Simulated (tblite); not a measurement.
# C4H7FO2Si: the cost of one run

Programs: tblite 0.8.0 and PySCF 2.14.0, with density-fitted response routines of our own. Each step states its level of theory. These are calculated values for one molecule in the gas phase, unless marked as measured. Atoms are numbered from 0 throughout.

## 1. The starting structure

15 atoms, charge 0, multiplicity 1; geometry from: force field or distance geometry start.

Bonds of the start (Å): O0–C1 1.24, C1–O2 1.35, C1–C3 1.55, C3–C4 1.56, C4–Si5 1.89, Si5–C6 1.91, C6–F7 1.36, C6–C3 1.58, O2–H8 0.98, C3–H9 1.12, C4–H10 1.10, C4–H11 1.09, Si5–H12 1.49, Si5–H13 1.48, C6–H14 1.10.

## 2. Relaxing the molecule with GFN2-xTB

The job: settings as JSON, then the geometry in Å.

```
{"job": {"kind": "relax", "xc": "GFN2-xTB", "basis": "xTB"}, "charge": 0, "multiplicity": 1}
O      2.318200    -1.238300     1.125100
C      1.649800    -0.785900     0.180900
O      2.316000    -0.457000    -0.944100
C      0.119400    -0.577400     0.120200
C     -0.494900     0.148700    -1.118300
Si    -1.908500     0.742400    -0.019200
C     -0.446400     0.455000     1.171000
F      0.304700     1.569200     1.375500
H      3.252300    -0.634100    -0.734300
H     -0.350300    -1.580000     0.268700
H     -0.790300    -0.509100    -1.948900
H      0.103300     0.973700    -1.515600
H     -2.326900     2.154500    -0.219500
H     -2.992900    -0.256400     0.114700
H     -0.757800     0.002700     2.122000
```

Launch:

```
OMP_NUM_THREADS=1 python probes_run.py task.json out
```

This one command runs all jobs of the session in turn.

**Question.** How long does this first job take on 1 thread of Arm Neoverse N1, shared host, and how much memory does it need?

About 1.4 s, with a peak of 0.18 GiB.
